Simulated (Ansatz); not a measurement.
# CCl2GaNO: one species, many methods

The task here is to estimate one member of a computed series from the others.

Method: functionals in def2-TZVPP, the program's frozen cores in correlated methods; program: Ansatz 0.2.0, Gaussian basis.

Levels to be run: LDA (SPW92), PBE-D4, revPBE-D4, BLYP-D4, r2SCAN-D4, B97M-V, PBE0-D4, B3LYP-D4, r2SCANh-D4, r2SCAN0-D4, HSE06-D4, BHLYP-D4, CAM-B3LYP-D4, LC-ωPBE, ωB97X-V, ωB97M-V, B2PLYP, PBE-QIDH; CCSD(T)/def2-SVP; CCSD(T)/def2-TZVPP; MP2/def2-QZVPP; extrapolation to the limit; RPA on PBE.

## Structure used throughout

The geometry comes from an earlier relaxation with PBE0-D4 in a triple-zeta def2 set; it is a stationary point.

SMILES `O=C=[N][Ga]([Cl])[Cl]`, 6 atoms, charge 0, spin multiplicity 1.

Atoms are counted from 1 here; the program's logs count them from 0.

Bond lengths: O1–C2 1.162 Å, C2–N3 1.205 Å, N3–Ga4 1.810 Å, Ga4–Cl5 2.106 Å, Ga4–Cl6 2.113 Å. Angles: O1–C2–N3 176.1°, C2–N3–Ga4 140.3°, N3–Ga4–Cl5 118.6°, N3–Ga4–Cl6 120.8°, Cl5–Ga4–Cl6 120.7°.

Set-up of the first run:

File in.yaml:

```yaml
crystal:
  periodic: [false, false, false]
  atoms:
    - {symbol: O, position_ang: [-0.747364, 1.507629, 2.307311]}
    - {symbol: C, position_ang: [-0.635835, 0.720854, 1.460078]}
    - {symbol: N, position_ang: [-0.579625, -0.138440, 0.617481]}
    - {symbol: Ga, position_ang: [0.326229, -0.550296, -0.894670]}
    - {symbol: Cl, position_ang: [-0.151682, -2.338582, -1.898716]}
    - {symbol: Cl, position_ang: [1.830378, 0.734835, -1.637483]}
basis:
  gaussian: {orbitals: def2-TZVPP}
hamiltonian: {xc: lda}
output: {orbitals: {seedname: orbitals}}
```

The run is started by

```bash
$ ansatz run in.yaml --threads 4 --pin off --events-out ev --progress --plain --max-ram 10444MiB
```

Among the steps run: LDA; PBE-D4 (GGA); revPBE-D4 (GGA); BLYP-D4 (GGA); r2SCAN-D4 (meta-GGA); B97M-V (meta-GGA); PBE0-D4 (hybrid); B3LYP-D4 (hybrid); r2SCANh-D4 (hybrid); r2SCAN0-D4 (hybrid); HSE06-D4 (hybrid); BHLYP-D4 (hybrid); CAM-B3LYP-D4 (range-separated); LC-ωPBE (range-separated); ωB97X-V (range-separated); ωB97M-V (range-separated); B2PLYP (double hybrid); PBE-QIDH (double hybrid).

One of the session's tables, all rows but one given; the rest of the session is left out.

It belongs to the step «Frontier levels by functional». 

| functional | HOMO (eV) | LUMO (eV) | gap (eV) |
| --- | --- | --- | --- |
| LDA (SPW92) | -8.03 | -3.04 | 5.00 |
| PBE-D4 | ? | ? | ? |
| revPBE-D4 | -7.72 | -2.57 | 5.14 |
| BLYP-D4 | -7.65 | -2.67 | 4.98 |
| r2SCAN-D4 | -8.14 | -2.44 | 5.70 |
| B97M-V | -8.12 | -2.49 | 5.63 |
| PBE0-D4 | -9.21 | -1.76 | 7.45 |
| B3LYP-D4 | -8.94 | -2.09 | 6.85 |
| r2SCANh-D4 | -8.66 | -2.10 | 6.56 |
| r2SCAN0-D4 | -9.45 | -1.59 | 7.86 |
| HSE06-D4 | -8.81 | -2.13 | 6.68 |
| BHLYP-D4 | -10.51 | -0.83 | 9.67 |
| CAM-B3LYP-D4 | -10.58 | -0.77 | 9.81 |
| LC-ωPBE | -11.93 | 0.46 | 12.40 |
| ωB97X-V | -11.56 | 0.35 | 11.91 |
| ωB97M-V | -11.44 | 0.17 | 11.61 |

Q: Estimate the row for PBE-D4 from the others.

As computed: HOMO (eV): -7.80; LUMO (eV): -2.71; gap (eV): 5.09. In the column «HOMO (eV)» it lies between LDA (SPW92) (-8.03) and revPBE-D4 (-7.72).
